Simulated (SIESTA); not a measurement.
## Zr3S2 in SIESTA: the effect of Hubbard term

Zr3S2:

```
Zr S
1.0
     2.90254    1.67578    3.48777
    -2.90254    1.67578    3.48777
     0.00000   -3.35156    3.48777
Zr S
3 2
Cartesian
  0.9832 1.7029 5.2317
  0.9832 -1.7029 5.2317
  -1.9663 0.0000 5.2317
  0.0000 0.0000 6.9583
  0.0000 0.0000 3.5050
```

The cell comes from a database or a generator and needn't be the stable form of this composition.

Alike in all runs:

| Item | Value |
| --- | --- |
| Program | SIESTA 5.4.2 |
| Task | density of states |
| Functional | PBEsol |
| Potentials or basis | PseudoDojo 0.4 standard (PBEsol files) |
| Basis | DZP (energy shift 0.003 Ry; two zetas on semicore shells) |
| Grid cutoff | 800 Ry |
| Energy shift | 0.003 Ry |
| k mesh | 4 × 4 × 4 |
| Occupations | fermi-dirac, width 0.05 eV |
| Spin | no spin polarisation |
| Hubbard projector method | 1 |
| U from the first cycle | yes |
| broadening (eV) | 0.2 eV |
| window from (eV) | -15 eV |
| window to (eV) | 5 eV |
| energy points | 301 |

```tsv
Hubbard term	pressure (GPa)	largest force (eV/Å)
none	-3.6	0.02
Zr d U = 2 eV	?	?
Zr d U = 4 eV	5.9	0.15
Zr d U = 6 eV	11.3	0.28
```

Question: What does the run with Hubbard term Zr d U = 2 eV give?

Answer: Pressure 0.9 GPa; largest force 0.07 eV/Å.

Worked out: A straight line through the other rows of the pressure, of slope 2.47 GPa per eV, gives 1.2 GPa, against the run's 0.9. A straight line through the other rows of the largest force, of slope 0.0418 eV/Å per eV, gives 0.09 eV/Å, against the run's 0.07. The fit is too stiff a form for this range.

Caveats: the basis of atomic orbitals isn't converged, which shifts pressures, moduli and gaps; U without spin polarisation on a metal has little footing (some runs).
